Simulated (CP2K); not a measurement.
Rh in CP2K: the effect of functional

Rh, a slab with vacuum:

```xyz
6
Lattice="2.6892 0.0000 0.0000 0.0000 2.6892 0.0000 0.0000 0.0000 24.5078" Properties=species:S:1:pos:R:3 pbc="T T T"
Rh    1.3446    1.3446    7.5000
Rh    0.0000    0.0000    9.4015
Rh    1.3446    1.3446   11.3031
Rh    0.0000    0.0000   13.2047
Rh    1.3446    1.3446   15.1062
Rh    0.0000    0.0000   17.0078
```

The slab is cut from a database's or a generator's crystal, which needn't be the stable form of the element.

Alike in all runs:

* Program: CP2K 2026.2
* Task: work function
* Potentials or basis: POTENTIAL_UZH Rh GTH-PBE-q17; DZVP-MOLOPT-PBE-GTH basis
* Density cutoff: 9184 eV
* k mesh: 8 × 8 × 1
* Occupations: fermi-dirac, width 0.05 eV
* Spin: no spin polarisation

One run gave: largest force 0.71 eV/Å; work function 5.09 eV. Which functional did it use?
A. PW91
B. LDA
C. optB88-vdW
D. MS2
E. vdW-DF-cx

D.

```csv
functional,largest force (eV/Å),work function (eV)
PBE,0.55,4.93
LDA,1.00,5.33
PBEsol,0.73,5.09
optB88-vdW,0.51,5.17
PW91,0.56,4.99
vdW-DF-cx,0.60,5.10
MS2,0.71,5.09
```

Caveats: the potentials were made for another functional, which shifts forces and pressure (some runs).
